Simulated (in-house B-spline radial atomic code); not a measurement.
**Pm⁴³⁺: Hartree-Fock with and without relativity**

Wanted: relativistic shifts in Pm⁴³⁺, shell by shell.

The numbers are computed with in-house B-spline radial atomic code version 1 (Hartree-Fock averaged over the configuration, non-relativistic (point nucleus) and Dirac-Coulomb (finite nucleus); spherical all-electron atom at the radial basis limit), except any that are marked as measured or tabulated.

## Step 1: What is computed

| Property | Result |
| --- | --- |
| element | promethium (Z = 61) |
| charge | +43 |
| electrons | 18 |
| configuration | [Ne] 3s2 3p6 |
| nucleus | point (non-relativistic run); Fermi, rms radius 4.962 fm (Dirac runs) |

Outer shells as boxes (Hund's rule):

[Ne] 3s2 3p6
```
[Ne] core
3s [↑↓]
3p [↑↓][↑↓][↑↓]
```

## Step 2: Non-relativistic run

Input settings:

```ini
Z = 61
electrons = 18.0
configuration = [Ne] 3s2 3p6
hamiltonian = nr
method = hf
spin_polarised = False
```

## Step 3: Dirac-Coulomb run

Input settings:

```ini
Z = 61
electrons = 18.0
configuration = [Ne] 3s2 3p6
hamiltonian = dirac
method = hf
spin_polarised = False
nucleus = fermi
rms_radius = 4.961999461404065
mass_number = 145
atomic_mass = 144.912755748
speed_of_light = 137.035999084
```

**Question.** How much does each shell's level and mean radius change with the Dirac Hamiltonian, and the total energy?

As calculated:

Levels and radii; the Dirac values are averaged over j with the occupations as weights.

| shell | ε non-rel. (eV) | ε Dirac (eV) | <r> non-rel. (bohr) | <r> Dirac (bohr) | change of <r> (%) |
| --- | --- | --- | --- | --- | --- |
| 1s | -45608.9 | -48066.3 | 0.02488 | 0.02317 | -6.85 |
| 2s | -9379.72 | -10036.9 | 0.1048 | 0.09727 | -7.19 |
| 2p | -9038.03 | -9260.89 | 0.08898 | 0.08567 | -3.72 |
| 3s | -3634.38 | -3824.75 | 0.2533 | 0.2400 | -5.23 |
| 3p | -3490.60 | -3569.90 | 0.2413 | 0.2346 | -2.79 |

**Reading.** The Dirac run lies -359.85 hartree (-4.5 %) from the non-relativistic one; the finite nucleus has a part in that. The first-order mass-velocity and Darwin terms of the non-relativistic run add up to -319.99 hartree, 89 % of it. Averaged over j, the 2s shell contracts most (-7.19 %). Spin-orbit coupling splits the 3p level by 140.78 eV and the 2p level by 572.35 eV. Breit terms add 7.82 hartree and QED terms 5.79 hartree.
